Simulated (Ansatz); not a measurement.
# CH7FSi2: the cost of one run

Method: the settings change from run to run; program: Ansatz 0.2.0, Gaussian basis.

## (1) The geometry

An earlier PBE0-D4 in a triple-zeta def2 set relaxation fixed the geometry.

SMILES `C[SiH](F)[SiH3]`, 11 atoms, charge 0, spin multiplicity 1.

Atoms are counted from 1 here; the program's logs count them from 0.

Bond lengths: C1–Si2 1.860 Å, C1–H5 1.092 Å, C1–H6 1.094 Å, C1–H7 1.093 Å, Si2–F3 1.611 Å, Si2–Si4 2.346 Å, Si2–H8 1.489 Å, Si4–H9 1.488 Å, Si4–H10 1.487 Å, Si4–H11 1.490 Å. Angles: Si2–C1–H5 111.3°, Si2–C1–H6 110.0°, Si2–C1–H7 110.6°, H5–C1–H6 108.1°, H5–C1–H7 108.4°, H6–C1–H7 108.1°, C1–Si2–F3 108.7°, C1–Si2–Si4 112.5°, C1–Si2–H8 110.1°, F3–Si2–Si4 108.4°, F3–Si2–H8 106.8°, Si4–Si2–H8 110.2°, Si2–Si4–H9 110.7°, Si2–Si4–H10 111.3°, Si2–Si4–H11 108.9°, H9–Si4–H10 108.9°, H9–Si4–H11 108.4°, H10–Si4–H11 108.6°.

## (2) B2GP-PLYP/def2-TZVP

in.yaml reads:

```yaml
crystal:
  periodic: [false, false, false]
  atoms:
    - {symbol: C, position_ang: [-0.832088, 1.448663, -0.434663]}
    - {symbol: Si, position_ang: [0.633698, 0.304544, -0.463141]}
    - {symbol: F, position_ang: [1.902417, 1.075643, 0.161306]}
    - {symbol: Si, position_ang: [0.268625, -1.650351, 0.781297]}
    - {symbol: H, position_ang: [-1.097925, 1.728651, 0.586994]}
    - {symbol: H, position_ang: [-1.697977, 0.959996, -0.890221]}
    - {symbol: H, position_ang: [-0.620321, 2.360299, -0.998720]}
    - {symbol: H, position_ang: [0.988229, -0.037897, -1.868436]}
    - {symbol: H, position_ang: [-0.062904, -1.319952, 2.194257]}
    - {symbol: H, position_ang: [1.464223, -2.534543, 0.761148]}
    - {symbol: H, position_ang: [-0.880577, -2.392054, 0.190779]}
basis:
  gaussian: {orbitals: def2-TZVP}
hamiltonian: {xc: {name: B2GP-PLYP}}
output: {forces: true}
```

Command:

```console
$ ansatz run in.yaml --threads 4 --pin off --events-out ev --progress --plain --max-ram 10444MiB
```

What time and memory should one allow on 4 threads of Intel Xeon Platinum 8488C, shared host?

About 6.5 s, with a peak of 0.59 GiB.
